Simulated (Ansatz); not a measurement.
Runs of Ansatz 0.2.0 on CsLiCr2Te2S3. The typed cell holds 18 atoms: a = 3.675 Å, b = 6.258 Å, c = 18.879 Å, α = 89.93°, β = 89.72°, γ = 90.00°. The cell was built by a generator and needn't be a form met in nature.

```tsv
task	level	potentials or basis	U	cutoff (eV)	points for each segment of the path	hubbard projectors	double counting	gap on the mesh (eV)	pressure (GPa)	moment (μB)	largest force (eV/Å)
band structure	RPBE	Ansatz PAW	-	420	10	-	-	none	2.1	11.49	(b)
single point	PBE	Ansatz NC with PseudoDojo standard (PBE files)	-	1279	-	-	-	none	0.0	11.44	0.06
atomic charges	PBE	Ansatz PAW	-	420	-	-	-	none	0.0	11.45	0.06
projected density of states	PBE+U	Ansatz PAW	Cr d U = 4 eV	420	-	ortho-atomic (the default)	fll (the default)	none	2.5	12.03	(a)
band structure	revPBE	Ansatz PAW	-	420	10	-	-	none	1.6	11.48	0.11
```

Alike in all rows: spin collinear, ferromagnetic start; cell as given; k mesh 7 × 5 × 2; smearing fermi-dirac 0.05 eV.

Task: Fill in the values left out.

Result: (a) 0.74; (b) 0.16.

Caveats: only a ferromagnetic start was run, and an antiferromagnetic order may lie lower in energy; the potentials were made for another functional, which shifts forces and pressure (some runs); the PAW data sets come from PBE, with cores solved anew for the run's functional, which leaves a small shift of forces and pressure (some runs); the magnetic or orbital state may not be the lowest (some runs); the density of states is complete only up to the lowest level of the last band computed (some runs).

A k mesh can miss the band edges, and the runs leave out spin-orbit coupling on Cs, Te.

A gap of «none» marks a metal or a gap under the smearing width.

Not every run made on this cell is shown here.
